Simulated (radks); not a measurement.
# Valence configurations of K

An exercise on one series of results from a longer session: the logs are not shown, and one member is left open.

The numbers are computed with radks (a radial shooting solver on a logarithmic mesh, Libxc functionals) version 1 (non-relativistic Kohn-Sham, LDA (Slater exchange, Perdew-Wang correlation), spin-polarised, spherical densities, point nucleus; open shells are filled with parallel spins first), except any that are marked as measured or tabulated.

## Starting point

* element: potassium (Z = 19)
* charge: 0
* electrons: 19
* configuration: [Ar] 4s1
* others tried: 4p1; 3d0.5 4s0.5; 3d1; 4s0.5 4p0.5

The outer shells:

K
```
[Ar] core
4s [↑ ]
```

Set-up of the first run:

Input:

```text
Z 19
configuration [Ar] 4s1
relativity non-relativistic
functional lda,pw
spin polarised
nucleus point
```

Among the steps run: [Ar] 4s1.

One of the session's tables, all rows but one given; the rest of the session is left out.

It belongs to the step «[Ar] 4s1». Sizes of the orbitals, from the radial functions (bohr):

| level | <r> | outermost maximum (interpolated) | 90 % within | nodes |
| --- | --- | --- | --- | --- |
| 2p up | 0.3520 | 0.263 | 0.582 | 0 |
| 2p down | 0.3520 | 0.263 | 0.582 | 0 |
| 3s up | 1.278 | 1.08 | 1.93 | 2 |
| 3s down | 1.276 | 1.08 | 1.93 | 2 |
| 3p up | 1.442 | 1.15 | 2.26 | 1 |
| 3p down | ? | ? | ? | ? |
| 4s up | 4.841 | 4.03 | 7.31 | 3 |
| 4s down | 5.047 | 4.04 | 7.78 | 3 |

Estimate the missing values for 3p down.

**Answer.** <r>: 1.436; outermost maximum (interpolated): 1.15; 90 % within: 2.25; nodes: 1. In the column «<r>» it lies between 3s up (1.278) and 3p up (1.442).
